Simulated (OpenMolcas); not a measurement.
# Ti³⁺ with 6 ligands (oxide): CASSCF and CASPT2 levels and susceptibility

Which state of Ti³⁺ lies lowest among these ligands, how large is the field, and what χT follows?

The numbers are computed with OpenMolcas 26.06 (state-averaged CASSCF and CASPT2, spin-orbit coupling by RASSI with atomic mean-field integrals), except any that are marked as measured or tabulated.

### Step 1. The atom as given

| Quantity | Value |
| --- | --- |
| Species | Ti³⁺ (titanium, Z = 22, 19 electrons) |
| Basis | ANO-RCC-VTZP [6s5p3d2f1g], 143 functions with the ligands |
| Scalar Hamiltonian | DKH2, point nucleus |
| Inactive shells | 1s 2s 2p 3s 3p of the metal, and all ligand shells |
| Active space | 1 electron in 5 orbitals (3d) |
| Some configurations of this space | 3d |
| Orbitals | optimised for each spin and parity, averaged over all roots |

The outer shells:

3d
```
3d [↑ ][  ][  ][  ][  ]
```

Ti³⁺ is taken with 6 ligands (oxide) in tetragonal octahedron coordination (D4h) at 2.14 Å, the axial distance 2.033 Å. A charge of +1.5 e stands 3.2 Å behind each ligand. Ligand basis ANO-RCC-VDZP. The distances are assumed, not relaxed.

```xyz
7

Ti    0.0000    0.0000    0.0000
O     2.1400    0.0000    0.0000
O     0.0000    2.1400    0.0000
O    -2.1400    0.0000    0.0000
O     0.0000   -2.1400    0.0000
O     0.0000    0.0000    2.0330
O     0.0000    0.0000   -2.0330
```

The work runs as a chain of OpenMolcas steps in one folder; each step below is one input file. Labels, J, g values, rates, χT and fits are worked out afterwards by a script from the matrices that RASSI stores. The input lists half of the charges; inversion (Group=XYZ) makes the rest.

### Step 2. Basis and integrals

a.inp reads:

```
&GATEWAY
Coord
7

Ti 0.0 0.0 0.0
O 2.140000 0.000000 0.000000
O 0.000000 2.140000 0.000000
O -2.140000 0.000000 0.000000
O 0.000000 -2.140000 0.000000
O 0.000000 0.000000 2.033000
O 0.000000 0.000000 -2.033000
Basis=Ti.ANO-RCC-VTZP,O.ANO-RCC-VDZP
Group=XYZ
NoMove
AngMom=0.0 0.0 0.0
AMFI
RICD
XField
3 Angstrom 0
5.340000 0.000000 0.000000 1.500000
0.000000 5.340000 0.000000 1.500000
0.000000 0.000000 5.233000 1.500000
&SEWARD
```

On the command line:

```sh
$ OMP_NUM_THREADS=1 MOLCAS_MEM=2457 MOLCAS_PROJECT=a pymolcas a.inp > a.log
```

The program printed:

```text
Basis set label: TI.ANO-RCC...6S5P3D2F1G.

      Electronic valence basis set:
      ------------------
      Associated Effective Charge  22.000000 au
      Associated Actual Charge     22.000000 au
      Nuclear Model: Point charge

      Shell  nPrim  nBasis  Cartesian Spherical Contaminant
         s      21       6        X
         p      15       5        X
         d      10       3                 X
         f       6       2                 X
         g       4       1                 X
                  Relativistic Douglas-Kroll-Hess integrals:
                    - DKH order of Hamiltonian: 2
                    - DKH order of Properties : 0
                  Atomic mean-field integrals
```

### Step 3. CASSCF: doublets of even parity, 5 roots

a.inp reads:

```
&RASSCF
FileOrb=start.orb
Symmetry=1
Spin=2
nActEl=1 0 0
Inactive=18 21
Ras2=5 0
CIRoot=5 5 1
SDav=5
CIMx=300
Iter=150 100
PrWF=0.3
OrbListing=Nothing
MaxOrb=0
LevShft=1.0
>>> COPY $Project.JobIph JOB001
```

On the command line:

```sh
$ OMP_NUM_THREADS=1 MOLCAS_MEM=2457 MOLCAS_PROJECT=a pymolcas a.inp > a.log
```

start.orb holds start orbitals that the driver prepared beforehand, or those of the step before.

The program printed (excerpt; [...] marks lines left out):

```text
[...]
      Number of active orbitals                  5
[...]
      Spin quantum number                      0.5
[...]
      Active orbitals                            5   0
[...]
      Number of CSFs                             5
      Number of root(s) required                 5
[...]
      Convergence after 27 iterations
[...]
      Natural orbitals and occupation numbers for root  1
      sym 1:   1.000000   0.000000   0.000000   0.000000   0.000000
      Natural orbitals and occupation numbers for root  2
      sym 1:   0.000000   1.000000   0.000000  -0.000000   0.000000
      Natural orbitals and occupation numbers for root  3
      sym 1:  -0.000000  -0.000000   0.000000   1.000000   0.000000
::    RASSCF root number  1 Total energy:  -1304.71808719
::    RASSCF root number  2 Total energy:  -1304.71314065
::    RASSCF root number  3 Total energy:  -1304.71314065
::    RASSCF root number  4 Total energy:  -1304.67528080
::    RASSCF root number  5 Total energy:  -1304.66150687
```

### Step 4. State interaction with spin-orbit coupling

a.inp reads:

```
&RASSI
NrOfJobIphs=1 5
1 2 3 4 5
IphNames
JOB001
EJob
SpinOrbit
DIPRint=1.0
SOCoupling=1000.0
Subsets=2
Property=9
'ANGMOM' 1 'ANGMOM' 2 'ANGMOM' 3 'MLTPL  1' 1 'MLTPL  1' 2 'MLTPL  1' 3
'AMFI' 1 'AMFI' 2 'AMFI' 3
SOProperty=3
'ANGMOM' 1 'ANGMOM' 2 'ANGMOM' 3
```

The program printed (excerpt; [...] marks lines left out):

```text
SPIN-FREE ENERGIES:
  (Shifted by EMIN (a.u.) =      -1304.7180871852)
 SF State       Relative EMIN(au)   Rel lowest level(eV)    D:o, cm**(-1)
     1             0.0000000000        0.0000000000              0.0000
     2             0.0049465385        0.1346021697           1085.6397
     3             0.0049465385        0.1346021697           1085.6397
     4             0.0428063803        1.1648209473           9394.9145
     5             0.0565803180        1.5396288858          12417.9444
     Dipole printing threshold changed to   1.00000000E+00
Eigenvalues of complex Hamiltonian:
   -----------------------------------
  (Shifted by EMIN (a.u.) =      -1304.7180871852)
 SO State       Relative EMIN(au)   Rel lowest level(eV)    D:o, cm**(-1)
     1            -0.0000478094        0.0000000000              0.0000
     2            -0.0000478094        0.0000000000              0.0000
     3             0.0046155150        0.1268955191           1023.4814
     4             0.0046155150        0.1268955191           1023.4814
     5             0.0053004088        0.1455324302           1173.7982
     6             0.0053004088        0.1455324302           1173.7982
     7             0.0428203297        1.1665014888           9408.4690
     8             0.0428203297        1.1665014888           9408.4690
     9             0.0565913311        1.5412295286          12430.8545
    10             0.0565913311        1.5412295286          12430.8545
Weights of the five most important spin-orbit-free states for each spin-orbit state.
[...]
```

These steps took 13 s in all on 1 thread of Arm Neoverse V2, shared host.

States without spin-orbit coupling:

```csv
state,degeneracy,E (cm-1),free-ion L (%)
2B2,1,0,D (100)
2E,2,1086,D (100)
2B1,1,9395,D (100)
2A1,1,12418,D (100)
```

With spin-orbit coupling:

```csv
E (cm-1),Degeneracy,Label,2S+1,g
0.0,2,E3/2,2,1.76 1.76 1.85
1023,2,E1/2,2,0.04 0.06 0.06
1174,2,E3/2,2,0.27 0.27 3.91
9408,2,E3/2,2,2.03 2.03 2.10
12431,2,E1/2,2,2.00 2.06 2.06
```

Principal g values are given for doublets only; a zero marks a field direction without first-order Zeeman splitting.

Powder χT (cm³ K/mol): 0.30 at 2 K, 0.30 at 5 K, 0.30 at 10 K, 0.31 at 20 K, 0.32 at 50 K, 0.34 at 100 K, 0.35 at 150 K, 0.37 at 200 K, 0.39 at 250 K, 0.41 at 300 K.

The orbitals of the open shell are 87 to 97 % metal; the Mulliken charge of the metal is +1.82 e.

### Step 5. CASPT2: IPEA 0.25, imaginary shift 0.1 (closed shells correlated: 3s 3p of the metal, with ligand shells; the Frozen line counts the rest)

a.inp reads:

```
>>> COPY JOB001 $Project.JobIph
&CASPT2
Multistate=5 1 2 3 4 5
NoMult
Frozen=5 6
IPEA=0.25
Imaginary=0.1
MaxIter=60
WThr=0.0 0.3 0.05
PrWF=0.5
NoMix
```

On the command line:

```sh
$ OMP_NUM_THREADS=1 MOLCAS_MEM=2457 MOLCAS_PROJECT=a pymolcas a.inp > a.log
```

The program printed:

```text
Orbital specifications:
      -----------------------

      Symmetry species                           1   2
                                                ag  au
      Frozen orbitals                            5   6
      Inactive orbitals                         13  15
      Active orbitals                            5   0
      Secondary orbitals                        49  50
      Deleted orbitals                           0   0
      Number of basis functions                 72  71
Type of calculation                        SS-CASPT2
      Fock operator                              state-specific
      IPEA shift                                 0.25
      Real shift                                 0.00
      Imaginary shift                            0.10
      The input orbitals will be transformed to quasi-canonical
Reference energy:       -1304.7180871852
      E2 (Non-variational):      -1.7490117731
      Shift correction:          -0.0025094962
      E2 (Variational):          -1.7515212694
      Total energy:           -1306.4696084546
      Residual norm:              0.0000005344
      Reference weight:           0.63247
      Contributions to the CASPT2 correlation energy
      Active & Virtual Only:          0.0000000003
      One Inactive Excited:          -0.0680812995
      Two Inactive Excited:          -1.6809304739
Reference energy:       -1304.7131406467
      E2 (Non-variational):      -1.7488689904
      Shift correction:          -0.0025100075
      E2 (Variational):          -1.7513789979
      Total energy:           -1306.4645196446
      Residual norm:              0.0000006028
      Reference weight:           0.63248
      Contributions to the CASPT2 correlation energy
      Active & Virtual Only:          0.0000000002
      One Inactive Excited:          -0.0686113087
      Two Inactive Excited:          -1.6802576819
::    CASPT2 Root  1     Total energy:  -1306.46960845
::    CASPT2 Root  2     Total energy:  -1306.46451964
::    CASPT2 Root  3     Total energy:  -1306.46451964
::    CASPT2 Root  4     Total energy:  -1306.42746091
::    CASPT2 Root  5     Total energy:  -1306.41459556
```

This run: 14 s of run time, 1 thread of Arm Neoverse V2, shared host.

SS-CASPT2: lowest energy less the reference's lowest, -1.7515 hartree; reference weights 0.631 to 0.632.

Spin-free states, with their symmetry labels:

| state | degeneracy | E (cm-1) | free-ion L (%) |
| --- | --- | --- | --- |
| 2B2 | 1 | 0 | D (100) |
| 2E | 2 | 1117 | D (100) |
| 2B1 | 1 | 9250 | D (100) |
| 2A1 | 1 | 12074 | D (100) |

With spin-orbit coupling:

| E (cm-1) | Degeneracy | Label | 2S+1 | g |
| --- | --- | --- | --- | --- |
| 0 | 2 | E3/2 | 2 | 1.76 1.76 1.85 |
| 1050 | 2 | E1/2 | 2 | 0.04 0.06 0.06 |
| 1200 | 2 | E3/2 | 2 | 0.27 0.27 3.92 |
| 9260 | 2 | E3/2 | 2 | 2.03 2.03 2.11 |
| 12090 | 2 | E1/2 | 2 | 2.00 2.07 2.07 |

Powder χT (cm³ K/mol): 0.30 at 2 K, 0.30 at 5 K, 0.31 at 10 K, 0.31 at 20 K, 0.32 at 50 K, 0.34 at 100 K, 0.35 at 150 K, 0.37 at 200 K, 0.39 at 250 K, 0.41 at 300 K.

### Step 6. The methods side by side

A. CASSCF
B. SS-CASPT2, IPEA 0.25, imaginary shift 0.1 (closed shells correlated: 3s 3p of the metal, with ligand shells; the Frozen line counts the rest)

```csv
method,ground state,first state of that spin (cm-1),first gap with spin-orbit (cm-1),χT at 300 K
A,2B2,2E 1086,1023.5,0.41
B,2B2,2E 1117,1054.4,0.41
```

### Step 7. Outcome

```
                                            quantity                                                                                                                                          value
                                              method  SS-CASPT2, IPEA 0.25, imaginary shift 0.1 (closed shells correlated: 3s 3p of the metal, with ligand shells; the Frozen line counts the rest)
                              spin-free ground state                                                                                                                2B2, 1-fold in its orbital part
first state of the same spin within the active space                                                                                                                                2E at 1120 cm⁻¹
                                        lowest level                                                                                                              2-fold E3/2, g = 1.76, 1.76, 1.85
                                          next level                                                                                                                                    1054.4 cm⁻¹
                                         χT at 300 K                                                                                                                                 0.41 cm³ K/mol
                           effective moment at 300 K                                                                                                                                        1.81 μB
```

Cost by method:

| method | time of its own steps | time with the reference |
| --- | --- | --- |
| A. CASSCF | 13 s | 13 s |
| B. SS-CASPT2, IPEA 0.25, imaginary shift 0.1, +3s 3p | 14 s | 28 s |

Times are of one thread on a shared host.

What this shows: The spin-free ground state (2B2) comes to 100 % from free-ion D terms and keeps the highest spin of the shell. χT at 300 K is 0.41, against 0.38 cm³ K/mol for the spin alone, so orbital moment adds to it. Bare point charges leave oxide and sulfide ligands too diffuse, so the field comes out too small.
